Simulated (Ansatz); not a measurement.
# Si3Br: the cost of one run

Method: DFT PBE, scalar-relativistic, plane waves, PAW, in Ansatz 0.2.0.

**1. The structure to begin with**

Symmetry: Pmmn, No. 59, orthorhombic system. Conventional cell: a = 4.759 Å, b = 5.920 Å, c = 5.008 Å, α = 90.00°, β = 90.00°, γ = 90.00°. Si (site symmetry m) has 8 Si at 2.90 to 2.96 Å and 4 Br at 2.90 to 2.92 Å as nearest neighbours. Around Si (site symmetry mm2) lie 8 Si at 2.90 to 2.92 Å and 4 Br at 2.93 to 2.96 Å. Br (site symmetry mm2) has 12 Si at 2.90 to 2.96 Å as nearest neighbours.

Coordinates:

```cif
data_structure
_symmetry_space_group_name_H-M 'P 1'
_symmetry_Int_Tables_number 1
_cell_length_a 4.7592
_cell_length_b 5.9199
_cell_length_c 5.0081
_cell_angle_alpha 90.000
_cell_angle_beta 90.000
_cell_angle_gamma 90.000
_cell_volume 141.10
loop_
_atom_site_label
_atom_site_type_symbol
_atom_site_fract_x
_atom_site_fract_y
_atom_site_fract_z
_atom_site_occupancy
Si1 Si 0.00000 0.25000 0.16700 1
Si2 Si 0.00000 0.75000 0.16700 1
Si3 Si 0.50000 0.75000 0.83300 1
Si4 Si 0.50000 0.25000 0.83300 1
Si5 Si 0.50000 0.00000 0.33000 1
Si6 Si 0.00000 0.50000 0.67000 1
Br1 Br 0.00000 0.00000 0.67000 1
Br2 Br 0.50000 0.50000 0.33000 1
```

This is candidate A: Ni3Sb type (Pmmn, No. 59).

(A quick probe on a coarse mesh, which set the mesh and smearing, is not shown.)

**3. Rough relaxation on the coarse mesh (candidate A)**

input.yaml

```yaml
crystal:
  lattice:
    - [4.7591502907, 0.0, 0.0]
    - [0.0, 5.919891666, 0.0]
    - [0.0, 0.0, 5.0081176973]
  atoms:
    - { symbol: Si, position: [0.0, 0.25, 0.167] }
    - { symbol: Si, position: [0.0, 0.75, 0.167] }
    - { symbol: Si, position: [0.5, 0.75, 0.833] }
    - { symbol: Si, position: [0.5, 0.25, 0.833] }
    - { symbol: Si, position: [0.5, 0.0, 0.33] }
    - { symbol: Si, position: [0.0, 0.5, 0.67] }
    - { symbol: Br, position: [0.0, 0.0, 0.67] }
    - { symbol: Br, position: [0.5, 0.5, 0.33] }
basis:
  ecutwfc: 420
kpoints:
  mp_grid: { grid: [4, 4, 4] }
hamiltonian:
  xc: pbe
scf:
  occupations: { method: gaussian, width: 0.1 }
  lower_state_search: "off"
output:
  forces: true
  stress: true
  eigenvalues: true
relax:
  adjacent_minimum: "off"
  f_tol: 0.04
  max_steps: 70
  cell: { stress_tol: 0.4 }
```

Started as:

```sh
$ ansatz run input.yaml --threads 1 --pin off --max-ram 2560MiB --backend cpu --events-out ev --progress --plain --runs-dir out
```

**Question.** How long does this run take on 1 thread of Arm Neoverse V2, shared host, and how much memory does it need?

About 2.2 min, with a peak of 0.43 GiB.
